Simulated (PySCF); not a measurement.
**A gas-phase reaction: H6OSi2 + F2 → FH5OSi2 + FH**

Aim: the reaction energy of `[SiH3]O[SiH3]` + `FF` → `F[SiH2]O[SiH3]` + `F`.

Programs: PySCF 2.14.0. All values are calculated, for the isolated system unless a continuum is named. Atoms count from 0, parts from 1.

## Step 1: Starting point

Each species was relaxed by itself at PBE0-D3(BJ)/def2-SVPD.

## Step 2: Reaction energy: wB97M-D3(BJ)/def2-TZVPD

What the job is given:

```
{"job": {"kind": "react", "xc": "wB97M-D3(BJ)", "basis": "def2-TZVPD"}, "charge": 0, "multiplicity": 1}
-1 H6OSi2 charge 0 multiplicity 1
Si     1.560880    -0.115230     0.217750
O      0.096880     0.564330    -0.200940
Si    -1.526920     0.190740    -0.247440
H      2.260330    -0.586020    -1.012370
H      2.381550     0.923290     0.900390
H      1.341220    -1.273240     1.136600
H     -1.944570    -0.424840     1.047640
H     -1.800420    -0.771490    -1.355740
H     -2.275750     1.456050    -0.479040

-1 F2 charge 0 multiplicity 1
F      0.688870     0.000550    -0.013330
F     -0.688870    -0.000550     0.013330

+1 FH5OSi2 charge 0 multiplicity 1
F     -2.115920    -0.057880    -0.806960
Si    -1.403520    -0.114800     0.665470
O      0.226820    -0.166580     0.472270
Si     1.475740     0.119060    -0.605260
H     -1.800380     1.124170     1.378190
H     -1.859560    -1.359210     1.329020
H      2.743730     0.083900     0.172700
H      1.482890    -0.941240    -1.651950
H      1.297890     1.455910    -1.241360

+1 FH charge 0 multiplicity 1
F      0.457830    -0.014480    -0.043170
H     -0.457830     0.014480     0.043170
```

With the program's defaults for keys left out, this is: wB97M-D3(BJ)/def2-TZVPD reaction energy of separated species, gas phase.

On the command line:

```
$ OMP_NUM_THREADS=1 python cluster_run.py task.json out
```

The driver reads the jobs from task.json and runs them one after another.

**Question.** The jobs that follow are: PBE0-D3(BJ)/def2-TZVPD reaction energy of separated species, gas phase. Predict: reaction energy (wB97M-D3(BJ)/def2-TZVPD); ΔH, ΔG at 298 K (xTB thermal terms). Thermal terms come from harmonic xTB runs on each species.

As calculated:

| quantity | value |
| --- | --- |
| reaction energy (wB97M-D3(BJ)/def2-TZVPD) | -164.1 kcal/mol |
| ΔH, ΔG at 298 K (xTB thermal terms) | -162.1, -161.3 kcal/mol |
| range of the reaction energy over the runs of this table | -164.1 to -162.4 kcal/mol |

**Reading.** The reaction is exothermic by 162.1 kcal/mol in the gas phase; dispersion gives -0.02, and xTB itself gave -123.8 for the electronic energy (xTB energies and thermal terms come from the earlier relaxation of each species, not shown). No barrier was sought. xTB and this level differ widely in the electronic energy, so what comes from xTB (the thermal terms above all) is less safe here. The reaction energy runs from -164.1 (wB97M-D3(BJ)/def2-TZVPD) to -162.4 kcal/mol (PBE0-D3(BJ)/def2-TZVPD).
